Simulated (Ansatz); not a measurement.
**Hydrogen bromide (HBr): small, medium and large basis sets**

The task here is to estimate one member of a computed series from the others.

Program: Ansatz 0.2.0, Gaussian basis. Level of theory: one geometry, several basis sets. These are calculated values, not measurements.

The runs, in order: PBE0-D4/def2-SVP; ωB97M-V/def2-SVP; PBE0-D4/def2-QZVPP; ωB97M-V/def2-QZVPP; the functionals' def2-TZVPP values are taken from earlier runs.

**Structure used throughout**

All runs share one geometry, relaxed beforehand with PBE0-D4 in a triple-zeta def2 set.

2 atoms, charge 0, spin multiplicity 1.

Atoms are counted from 1 here; the program's logs count them from 0.

Bond lengths: Br1–H2 1.420 Å.

Set-up of the first run:

File in.yaml:

```yaml
crystal:
  periodic: [false, false, false]
  atoms:
    - {symbol: Br, position_ang: [-0.603223, 0.217957, -0.305049]}
    - {symbol: H, position_ang: [0.603223, -0.217957, 0.305049]}
basis:
  gaussian: {orbitals: def2-SVP}
hamiltonian: {xc: pbe0, dispersion: d4}
output: {orbitals: {seedname: orbitals}}
```

The run is started by

```bash
$ ansatz run in.yaml --threads 2 --pin off --events-out ev --progress --plain --max-ram 32768MiB --backend cpu
```

Among the steps run: PBE0-D4 in def2-SVP; ωB97M-V in def2-SVP; PBE0-D4 in def2-QZVPP; ωB97M-V in def2-QZVPP.

One of the session's tables, all rows but one given; the rest of the session is left out.

| functional | basis | HOMO (eV) | LUMO (eV) |
| --- | --- | --- | --- |
| PBE0-D4 | def2-SVP | -8.53 | 0.16 |
| PBE0-D4 | def2-TZVPP | -8.75 | -0.16 |
| PBE0-D4 | def2-QZVPP | -8.78 | -0.36 |
| ωB97M-V | def2-SVP | -10.79 | 2.19 |
| ωB97M-V | def2-TZVPP | -11.02 | 1.73 |
| ωB97M-V | def2-QZVPP | ? | ? |

Estimate the missing values for ωB97M-V, def2-QZVPP.

As computed: HOMO (eV): -11.06; LUMO (eV): 1.30. In the column «HOMO (eV)» it is the lowest.
